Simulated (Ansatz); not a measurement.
This script for Ansatz 0.2.0 through its Python package starts 6 runs on CH5AlBClO, SMILES BC[O][AlH][Cl]. What input does the engine get in each?

Script `methods.py`:
```python
from pathlib import Path
import argparse
import logging
import sys

import ansatz
import numpy as np

logging.basicConfig(stream=sys.stdout, format="%(levelname)s %(message)s")
logger = logging.getLogger("calc")
logger.setLevel(logging.INFO)

parser = argparse.ArgumentParser(description="CH5AlBClO at several levels of theory.")
parser.add_argument("--basis", required=True, help="Gaussian basis set")
args = parser.parse_args()

GEOMETRY = """
B    -0.07390    1.08330    1.69370
C    -0.37270    0.25240    0.37840
O     0.82660   -0.25940   -0.07920
Al    0.66700   -1.27240   -1.59410
Cl    0.65100   -0.33330   -3.59950
H     0.96650    1.27250    2.12150
H    -1.00700    1.65780    2.22120
H    -0.78670    0.93640   -0.39560
H    -1.06800   -0.54680    0.69330
H     0.28020   -2.84180   -1.43680
"""


def main() -> None:
    geometry = ansatz.Crystal.molecule()
    for line in GEOMETRY.strip().splitlines():
        symbol, *xyz = line.split()
        geometry = geometry.atom(symbol, [float(v) for v in xyz])

    job = geometry.calculation().basis(gaussian=args.basis)

    logger.info("functional    E (Ha)        dipole (D)   HOMO (eV)  LUMO (eV)")
    for name in ["revpbe", "pbe0", "cam_b3lyp", "lda", "r2scan0", "pbe"]:
        summary = job.functional(name).forces().orbitals().run(threads=1, runs_dir="runs").report
        lines = Path(summary["orbitals_path"]).read_text().splitlines()
        field_of = lambda key: [line.split("=")[1].strip() for line in lines if line.startswith(key)]
        orbitals = [(27.211386 * float(e), s, float(n)) for e, s, n in zip(field_of("Ene="), field_of("Spin="), field_of("Occup="))]
        homo = max(e for e, _, n in orbitals if n > 0.5)
        lumo = min(e for e, _, n in orbitals if n < 0.5)
        dipole = 4.803205 * np.linalg.norm(summary["charge_distribution"]["dipole_moment_e_ang"])
        logger.info(f"{name:10s} {summary['free_energy_ev'] / 27.211386246:14.6f} {dipole:9.3f} {homo:11.3f} {lumo:10.3f}")


if __name__ == "__main__":
    main()
```

Run 1:
```yaml
crystal:
  periodic: [false, false, false]
  atoms:
    - { symbol: B, position_ang: [-0.0739, 1.0833, 1.6937] }
    - { symbol: C, position_ang: [-0.3727, 0.2524, 0.3784] }
    - { symbol: O, position_ang: [0.8266, -0.2594, -0.0792] }
    - { symbol: Al, position_ang: [0.667, -1.2724, -1.5941] }
    - { symbol: Cl, position_ang: [0.651, -0.3333, -3.5995] }
    - { symbol: H, position_ang: [0.9665, 1.2725, 2.1215] }
    - { symbol: H, position_ang: [-1.007, 1.6578, 2.2212] }
    - { symbol: H, position_ang: [-0.7867, 0.9364, -0.3956] }
    - { symbol: H, position_ang: [-1.068, -0.5468, 0.6933] }
    - { symbol: H, position_ang: [0.2802, -2.8418, -1.4368] }
basis:
  gaussian:
    orbitals: cc-pVDZ
hamiltonian:
  xc: revpbe
output:
  orbitals: {}
  forces: true
```

Run 2, against run 1:
```diff
-  xc: revpbe
+  xc: pbe0
```

Run 3, against run 1:
```diff
-  xc: revpbe
+  xc: cam_b3lyp
```

Run 4, against run 1:
```diff
-  xc: revpbe
+  xc: lda
```

Run 5, against run 1:
```diff
-  xc: revpbe
+  xc: r2scan0
```

Run 6, against run 1:
```diff
-  xc: revpbe
+  xc: pbe
```

Running `python methods.py --basis cc-pVDZ` prints:
```text
INFO functional    E (Ha)        dipole (D)   HOMO (eV)  LUMO (eV)
INFO revpbe        -843.680591     1.261      -6.126     -2.346
INFO pbe0          -843.433729     1.396      -7.638     -1.643
INFO cam_b3lyp     -843.815074     1.402      -9.036     -0.660
INFO lda           -840.087093     1.323      -6.283     -2.735
INFO r2scan0       -843.708988     1.423      -7.836     -1.439
INFO pbe           -843.351600     1.271      -6.170     -2.463
```

Caveats:
- Total energies depend on the basis set; only differences at equal settings carry meaning.
- The geometry is a force-field or estimated start, not a minimum of this method, and the basis set is short of its limit. A lower total doesn't mark the better method: functionals have no common bound, and MP2 and coupled cluster aren't variational.
- Levels such as HOMO and LUMO are orbital energies: with these approximate functionals they aren't the ionisation energy and electron affinity, and their gap isn't the fundamental gap.
- Wall time of the script: 28 s on 1 thread of Arm Neoverse V2, on a shared host, peak memory 0.32 GiB.
